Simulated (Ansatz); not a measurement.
Crystal: AlSn.

```xyz
2
Lattice="4.1981 0.0000 0.0000 -2.0991 3.6357 0.0000 0.0000 0.0000 3.3068" Properties=species:S:1:pos:R:3 pbc="T T T"
Sn    0.0000    2.4238    1.6534
Al    0.0000    0.0000    0.0000
```

The cell comes from a database or a generator and needn't be the stable form of this composition.

Base run:

```yaml
Program: Ansatz 0.2.0
Functional: PBE
Potentials_or_basis: all-electron LAPW, scalar-relativistic
Cutoff: 174 eV
Density_cutoff: 698 eV
Basis_error_allowed: 0.001 eV/atom
k_mesh: 7 × 7 × 8
Occupations: fermi-dirac, width 0.05 eV
Spin: no spin polarisation
```

Its results: pressure 0.2 GPa.

**Question.** After a change of settings the same cell gave: pressure -1.8 GPa. Which change was it?
A. functional from PBE to LDA; occupations from fermi-dirac, width 0.05 eV to gaussian, width 0.02 eV
B. functional from PBE to PBEsol
C. functional from PBE to LDA

**Answer.** B.

PBEsol binds more tightly than PBE, so the same cell stands under less pressure.

Not every run made on this cell is shown here.
